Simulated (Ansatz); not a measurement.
# B₂Br₂Cl₂H₂: up Jacob's ladder to CCSD(T)

Aim: compute B₂Br₂Cl₂H₂ with functionals from several rungs and with coupled cluster. The yardstick is the atomisation energy at the CCSD(T) limit.

Method: functionals in def2-TZVPP, the program's frozen cores in correlated methods; program: Ansatz 0.2.0, Gaussian basis.

The runs, in order: LDA (SPW92), PBE-D4, revPBE-D4, BLYP-D4, r2SCAN-D4, B97M-V, PBE0-D4, B3LYP-D4, r2SCANh-D4, r2SCAN0-D4, HSE06-D4, BHLYP-D4, CAM-B3LYP-D4, LC-ωPBE, ωB97X-V, ωB97M-V, B2PLYP, PBE-QIDH; CCSD(T)/def2-SVP; CCSD(T)/def2-TZVPP; MP2/def2-QZVPP; extrapolation to the limit; RPA on PBE.

### 1 The geometry

An earlier PBE0-D4 in a triple-zeta def2 set relaxation fixed the geometry.

SMILES `Cl[B@H-]1[Br+][B@H-](Cl)[Br+]1`, 8 atoms, charge 0, spin multiplicity 1.

Atoms are counted from 1 here; the program's logs count them from 0.

Bond lengths: Cl1–B2 1.764 Å, B2–Br3 2.126 Å, B2–Br6 2.126 Å, B2–H7 1.185 Å, Br3–B4 2.125 Å, B4–Cl5 1.760 Å, B4–Br6 2.125 Å, B4–H8 1.185 Å. Angles: Cl1–B2–Br3 112.2°, Cl1–B2–Br6 112.2°, Cl1–B2–H7 119.4°, Br3–B2–Br6 94.4°, Br3–B2–H7 107.8°, Br6–B2–H7 107.8°, B2–Br3–B4 83.7°, Br3–B4–Cl5 112.7°, Br3–B4–Br6 94.4°, Br3–B4–H8 107.1°, Cl5–B4–Br6 112.8°, Cl5–B4–H8 119.7°, Br6–B4–H8 107.1°, B2–Br6–B4 83.7°.

As a file:

```xyz
8
charge 0, multiplicity 1
Cl    0.6542    0.0049    2.5877
B     1.0454    0.3792    0.9090
Br   -0.4849    1.5086   -0.0410
B    -1.0109   -0.3649   -0.8958
Cl   -1.2504   -0.2751   -2.6371
Br    0.8187   -1.3074   -0.3651
H     2.0835    0.8894    0.6529
H    -1.8557   -0.8347   -0.2106
```

### 2 LDA

This LDA is Slater exchange with PW92 correlation.

Contents of in.yaml:

```yaml
crystal:
  periodic: [false, false, false]
  atoms:
    - {symbol: Cl, position_ang: [0.654184, 0.004940, 2.587656]}
    - {symbol: B, position_ang: [1.045415, 0.379233, 0.909047]}
    - {symbol: Br, position_ang: [-0.484864, 1.508635, -0.040963]}
    - {symbol: B, position_ang: [-1.010882, -0.364905, -0.895777]}
    - {symbol: Cl, position_ang: [-1.250449, -0.275109, -2.637104]}
    - {symbol: Br, position_ang: [0.818717, -1.307442, -0.365115]}
    - {symbol: H, position_ang: [2.083550, 0.889398, 0.652911]}
    - {symbol: H, position_ang: [-1.855662, -0.834741, -0.210635]}
basis:
  gaussian: {orbitals: def2-TZVPP}
hamiltonian: {xc: lda}
output: {orbitals: {seedname: orbitals}}
```

Run with:

```bash
$ ansatz run in.yaml --threads 8 --pin off --events-out ev --progress --plain --max-ram 18278MiB
```

The runs that follow: PBE-D4 (GGA); revPBE-D4 (GGA); BLYP-D4 (GGA); r2SCAN-D4 (meta-GGA); B97M-V (meta-GGA); PBE0-D4 (hybrid); B3LYP-D4 (hybrid); r2SCANh-D4 (hybrid); r2SCAN0-D4 (hybrid); HSE06-D4 (hybrid); BHLYP-D4 (hybrid); CAM-B3LYP-D4 (range-separated); LC-ωPBE (range-separated); ωB97X-V (range-separated); ωB97M-V (range-separated); B2PLYP (double hybrid); PBE-QIDH (double hybrid); CCSD(T) in def2-SVP; CCSD(T) in def2-TZVPP; MP2 in def2-QZVPP; RPA on PBE orbitals.

Q: Predict the results of all the runs planned. Wanted: atomisation energy, CCSD(T)/CBS; farthest beyond LDA; mean size of error, GGA; mean size of error, meta-GGA; mean size of error, hybrid; mean size of error, range-separated; mean size of error, double hybrid; gap, smallest and largest; T1 diagnostic.

As calculated:

```
                               quantity                                            value
        atomisation energy, CCSD(T)/CBS                                    2488.7 kJ/mol
 functionals within 24.9 kJ/mol (1.0 %)  revPBE-D4, B97M-V, r2SCAN0-D4, ωB97X-V, ωB97M-V
                    farthest beyond LDA                          BHLYP-D4 (-96.8 kJ/mol)
                mean size of error, GGA                                      50.6 kJ/mol
           mean size of error, meta-GGA                                      35.7 kJ/mol
             mean size of error, hybrid                                      45.4 kJ/mol
    mean size of error, range-separated                                      19.9 kJ/mol
      mean size of error, double hybrid                                      42.7 kJ/mol
              gap, smallest and largest        4.69 eV (LDA (SPW92)), 11.90 eV (LC-ωPBE)
                          T1 diagnostic                                           0.0089
triples share of the correlation energy                                            4.1 %
```

What this shows: The LDA atomisation energy is off by 432.6 kJ/mol (17 %): it overbinds. PBE-D4 is off by +91.9 kJ/mol. Double hybrids carry the basis error of their MP2 part in triple zeta, and no dispersion term here, so their miss is partly the set-up's. By mean error the best rung here is range-separated (19.9 kJ/mol) and the worst beyond LDA is GGA (50.6 kJ/mol). Misses under about 24.9 kJ/mol are within the doubt on the reference itself, which lacks core-valence correlation, relativity and higher excitations, and its outer-core shells are covered unevenly. All levels share the lack of spin-orbit coupling, which lowers the free heavy atoms and so the true binding. Hartree-Fock recovers 73 % of the binding; the rest is correlation. CCSD(T) in def2-SVP is off by -145.6 kJ/mol, more than most functionals: a good method in a small basis is no reference. The gap grows from 4.7 to 11.9 eV across the functionals, mostly with the share of exact exchange. Correlated methods include outer-core shells of Br, which these sets cover unevenly.
